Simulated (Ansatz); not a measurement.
**CH5ClSn: small, medium and large basis sets**

An exercise on one series of results from a longer session: the logs are not shown, and one member is left open.

Method: one geometry, several basis sets; program: Ansatz 0.2.0, Gaussian basis.

Plan: PBE0-D4/def2-SVP; ωB97M-V/def2-SVP; PBE0-D4/def2-QZVPP; ωB97M-V/def2-QZVPP; the functionals' def2-TZVPP values are taken from earlier runs.

### The relaxed structure

All runs share one geometry, relaxed beforehand with PBE0-D4 in a triple-zeta def2 set. Sn takes the def2 core potential; no spin-orbit term is included.

8 atoms, charge 0, spin multiplicity 1.

Atoms are counted from 1 here; the program's logs count them from 0.

Bond lengths: Cl1–C2 1.782 Å, C2–Sn3 2.158 Å, C2–H4 1.089 Å, C2–H5 1.089 Å, Sn3–H6 1.703 Å, Sn3–H7 1.710 Å, Sn3–H8 1.703 Å. Angles: Cl1–C2–Sn3 110.6°, Cl1–C2–H4 107.6°, Cl1–C2–H5 107.6°, Sn3–C2–H4 111.0°, Sn3–C2–H5 111.0°, H4–C2–H5 108.9°, C2–Sn3–H6 108.4°, C2–Sn3–H7 108.8°, C2–Sn3–H8 108.4°, H6–Sn3–H7 110.2°, H6–Sn3–H8 110.7°, H7–Sn3–H8 110.2°.

Set-up of the first run:

File in.yaml:

```yaml
crystal:
  periodic: [false, false, false]
  atoms:
    - {symbol: Cl, position_ang: [-2.283564, 0.187866, -0.466503]}
    - {symbol: C, position_ang: [-0.560930, 0.287240, -0.910511]}
    - {symbol: Sn, position_ang: [0.687041, -0.261906, 0.761952]}
    - {symbol: H, position_ang: [-0.360246, 1.309189, -1.227461]}
    - {symbol: H, position_ang: [-0.398458, -0.381489, -1.754026]}
    - {symbol: H, position_ang: [0.369080, 0.812110, 2.044736]}
    - {symbol: H, position_ang: [2.325894, -0.147825, 0.287639]}
    - {symbol: H, position_ang: [0.313283, -1.862284, 1.208376]}
basis:
  gaussian: {orbitals: def2-SVP}
hamiltonian: {xc: pbe0, dispersion: d4}
output: {orbitals: {seedname: orbitals}}
```

Started as:

```bash
ansatz run in.yaml --threads 2 --pin off --events-out ev --progress --plain --max-ram 4352MiB
```

Among the steps run: PBE0-D4 in def2-SVP; ωB97M-V in def2-SVP; PBE0-D4 in def2-QZVPP; ωB97M-V in def2-QZVPP.

One table of the session follows, with a row left open; its other results are not shown here.

It belongs to the step «Density functionals: the series». 

| functional | basis | HOMO (eV) | LUMO (eV) |
| --- | --- | --- | --- |
| PBE0-D4 | def2-SVP | -7.57 | 0.19 |
| PBE0-D4 | def2-TZVPP | -7.70 | -0.22 |
| PBE0-D4 | def2-QZVPP | -7.74 | -0.34 |
| ωB97M-V | def2-SVP | -9.72 | 1.92 |
| ωB97M-V | def2-TZVPP | ? | ? |
| ωB97M-V | def2-QZVPP | -9.92 | 0.93 |

Estimate the missing values for ωB97M-V, def2-TZVPP.

The run gave: HOMO (eV): -9.88; LUMO (eV): 1.21. In the column «HOMO (eV)» it lies between ωB97M-V, def2-QZVPP (-9.92) and ωB97M-V, def2-SVP (-9.72).
